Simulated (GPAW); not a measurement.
NbSi:

```
Nb Si
1.0
     3.15644    0.00000    0.00000
     0.00000    3.15644    0.00000
     0.00000    0.00000    3.15644
Nb Si
1 1
Cartesian
  0.0000 0.0000 0.0000
  1.5782 1.5782 1.5782
```

The cell was built by a generator and needn't be a form met in nature.

Base run:

```yaml
Program: GPAW 26.7.0
Functional: revPBE
Potentials_or_basis: the program's PAW data sets (release 1.2.1) made for this functional
Cutoff: 600 eV
Basis: pw
k_mesh: 8 × 8 × 8
Occupations: fermi-dirac, width 0.05 eV
Spin: no spin polarisation
```

Its results: pressure 1.6 GPa.

After a change of settings the same cell gave: pressure -6.2 GPa. Which change was it?
A. functional from revPBE to AM05; potentials or basis from the program's PAW data sets (release 1.2.1) made for this functional to PAW data sets generated in the run's folder for this functional
B. functional from revPBE to r2SCAN; potentials or basis from the program's PAW data sets (release 1.2.1) made for this functional to GPAW PAW data sets (gpaw-data 1.2.1)
C. functional from revPBE to TPSS; potentials or basis from the program's PAW data sets (release 1.2.1) made for this functional to GPAW PAW data sets (gpaw-data 1.2.1)
D. functional from revPBE to RPBE

A.
